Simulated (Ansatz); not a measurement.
# CH7BOSi: a ladder of functionals and wavefunction methods

How much do the methods differ for CH7BOSi? The plan is to run it at one geometry with functionals of several rungs and with coupled cluster. The yardstick is the atomisation energy at the CCSD(T) limit.

Computed with Ansatz 0.2.0, Gaussian basis. Level: functionals in def2-TZVPP, the program's frozen cores in correlated methods.

Levels to be run: LDA (SPW92), PBE-D4, revPBE-D4, BLYP-D4, r2SCAN-D4, B97M-V, PBE0-D4, B3LYP-D4, r2SCANh-D4, r2SCAN0-D4, HSE06-D4, BHLYP-D4, CAM-B3LYP-D4, LC-ωPBE, ωB97X-V, ωB97M-V, B2PLYP, PBE-QIDH; CCSD(T)/def2-SVP; CCSD(T)/def2-TZVPP; MP2/def2-QZVPP; extrapolation to the limit; RPA on PBE.

### 1 The relaxed structure

All runs share one geometry, relaxed beforehand with PBE0-D4 in a triple-zeta def2 set.

SMILES `B[SiH2]OC`, 11 atoms, charge 0, spin multiplicity 1.

Atoms are counted from 1 here; the program's logs count them from 0.

Bond lengths: B1–Si2 1.999 Å, B1–H5 1.195 Å, B1–H6 1.197 Å, Si2–O3 1.648 Å, Si2–H7 1.498 Å, Si2–H8 1.498 Å, O3–C4 1.407 Å, C4–H9 1.097 Å, C4–H10 1.097 Å, C4–H11 1.092 Å. Angles: Si2–B1–H5 123.5°, Si2–B1–H6 118.8°, H5–B1–H6 117.7°, B1–Si2–O3 111.2°, B1–Si2–H7 109.9°, B1–Si2–H8 109.8°, O3–Si2–H7 109.9°, O3–Si2–H8 110.0°, H7–Si2–H8 105.9°, Si2–O3–C4 122.1°, O3–C4–H9 111.5°, O3–C4–H10 111.5°, O3–C4–H11 108.4°, H9–C4–H10 108.4°, H9–C4–H11 108.5°, H10–C4–H11 108.5°.

### 2 LDA

This LDA is Slater exchange with PW92 correlation.

in.yaml reads:

```yaml
crystal:
  periodic: [false, false, false]
  atoms:
    - {symbol: B, position_ang: [-1.709346, 1.465805, -0.828296]}
    - {symbol: Si, position_ang: [-0.630270, 0.228226, 0.312262]}
    - {symbol: O, position_ang: [0.753682, -0.235757, -0.453759]}
    - {symbol: C, position_ang: [1.684156, -1.105786, 0.144204]}
    - {symbol: H, position_ang: [-1.379159, 1.807834, -1.924160]}
    - {symbol: H, position_ang: [-2.743411, 1.890395, -0.400223]}
    - {symbol: H, position_ang: [-0.295733, 0.894352, 1.611981]}
    - {symbol: H, position_ang: [-1.447497, -0.976566, 0.667053]}
    - {symbol: H, position_ang: [2.082839, -0.688948, 1.077090]}
    - {symbol: H, position_ang: [1.236893, -2.082631, 0.364690]}
    - {symbol: H, position_ang: [2.513145, -1.253923, -0.550240]}
basis:
  gaussian: {orbitals: def2-TZVPP}
hamiltonian: {xc: lda}
output: {orbitals: {seedname: orbitals}}
```

On the command line:

```console
$ ansatz run in.yaml --threads 2 --pin off --events-out ev --progress --plain --max-ram 4352MiB
```

The runs that follow: PBE-D4 (GGA); revPBE-D4 (GGA); BLYP-D4 (GGA); r2SCAN-D4 (meta-GGA); B97M-V (meta-GGA); B3LYP-D4 (hybrid); r2SCANh-D4 (hybrid); r2SCAN0-D4 (hybrid); HSE06-D4 (hybrid); BHLYP-D4 (hybrid); CAM-B3LYP-D4 (range-separated); LC-ωPBE (range-separated); ωB97X-V (range-separated); ωB97M-V (range-separated); B2PLYP (double hybrid); PBE-QIDH (double hybrid); CCSD(T) in def2-SVP; CCSD(T) in def2-TZVPP; MP2 in def2-QZVPP; RPA on PBE orbitals.

Before running them: what should the planned runs give, taken together? Wanted: atomisation energy, CCSD(T)/CBS; farthest beyond LDA; mean size of error, GGA; mean size of error, meta-GGA; mean size of error, hybrid; mean size of error, range-separated; mean size of error, double hybrid; gap, smallest and largest; T1 diagnostic.

The runs gave:

| quantity | value |
| --- | --- |
| atomisation energy, CCSD(T)/CBS | 907.2 kcal/mol |
| functionals within 4.5 kcal/mol (0.5 %) | BLYP-D4, r2SCAN-D4, B97M-V, PBE0-D4, B3LYP-D4, r2SCANh-D4, HSE06-D4, ωB97M-V |
| farthest beyond LDA | BHLYP-D4 (-15.3 kcal/mol) |
| mean size of error, GGA | 7.2 kcal/mol |
| mean size of error, meta-GGA | 3.3 kcal/mol |
| mean size of error, hybrid | 5.7 kcal/mol |
| mean size of error, range-separated | 4.9 kcal/mol |
| mean size of error, double hybrid | 7.6 kcal/mol |
| gap, smallest and largest | 2.97 eV (LDA (SPW92)), 10.78 eV (LC-ωPBE) |
| T1 diagnostic | 0.0113 |
| triples share of the correlation energy | 3.3 % |

**Reading.** The LDA atomisation energy is off by 112.9 kcal/mol (12 %): it overbinds. PBE-D4 is off by +6.0 kcal/mol. Double hybrids carry the basis error of their MP2 part in triple zeta, and no dispersion term here, so their miss is partly the set-up's. By mean error the best rung here is meta-GGA (3.3 kcal/mol) and the worst beyond LDA is double hybrid (7.6 kcal/mol). The gap between the best rungs is small, so their order is not settled. Misses under about 4.5 kcal/mol are within the doubt on the reference itself, which lacks core-valence correlation, relativity and higher excitations. Hartree-Fock recovers 76 % of the binding; the rest is correlation. CCSD(T) in def2-SVP is off by -50.6 kcal/mol, worse than the median functional, from the basis alone. Orbital gaps span 3.0 to 10.8 eV; exact exchange widens them.
